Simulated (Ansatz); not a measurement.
# GaHN2: the cost of one run

Computed with Ansatz 0.2.0, Gaussian basis. Level: cc-pVTZ, core rule «outside noble gas», up to 16 orbitals frozen.

To be run: UHF; CCSD(T) on ROHF; CCSD(T) on UHF; BCCD(T) on ROHF; CCSDT(Q) on ROHF; CCSDT(Q) on UHF.

6 further runs of the same task are left out: 6 set aside as unsound or not needed. Runs told in other sessions of the task aren't counted.

## Step 1: The system

The geometry is a PBE0/def2-TZVP stationary point (not a proven minimum) of the parent state, kept for this charge and spin. No spin-orbit coupling is included. The filled d shell of Ga may be among the frozen orbitals whatever the setting's name suggests.

4 atoms, charge 0, spin multiplicity 5.

Atoms are counted from 1 here; the program's logs count them from 0.

Bond lengths: Ga1–N2 1.969 Å, Ga1–H4 1.576 Å, N2–N3 1.119 Å. Angles: N2–Ga1–H4 107.9°, Ga1–N2–N3 172.2°.

Geometry (Å):

```xyz
4
charge 0, multiplicity 5
Ga    0.00000   -0.04088    0.70971
N     0.00000    0.08939   -1.25487
N     0.00000    0.01168   -2.37093
H     0.00000    1.42316    1.29233
```

## Step 2: UHF

The input, in.yaml:

```yaml
crystal:
  periodic: [false, false, false]
  atoms:
    - {symbol: Ga, position_ang: [0.000000, -0.040877, 0.709707]}
    - {symbol: N, position_ang: [0.000000, 0.089387, -1.254874]}
    - {symbol: N, position_ang: [0.000000, 0.011680, -2.370926]}
    - {symbol: H, position_ang: [0.000000, 1.423157, 1.292326]}
basis:
  gaussian: {orbitals: cc-pVTZ}
magnetization: {spin_polarized: true, initial_magnetization: 4}
hamiltonian: {xc: hf}
output: {orbitals: {seedname: orbitals}}
```

The run is started by

```sh
$ ansatz run in.yaml --threads 1 --pin off --events-out ev --progress --plain --max-ram 4096MiB --backend cpu
```

Q: Estimate wall time and peak memory on 1 thread of AMD EPYC 7R13, shared host.

About 18 s, with a peak of 0.39 GiB.
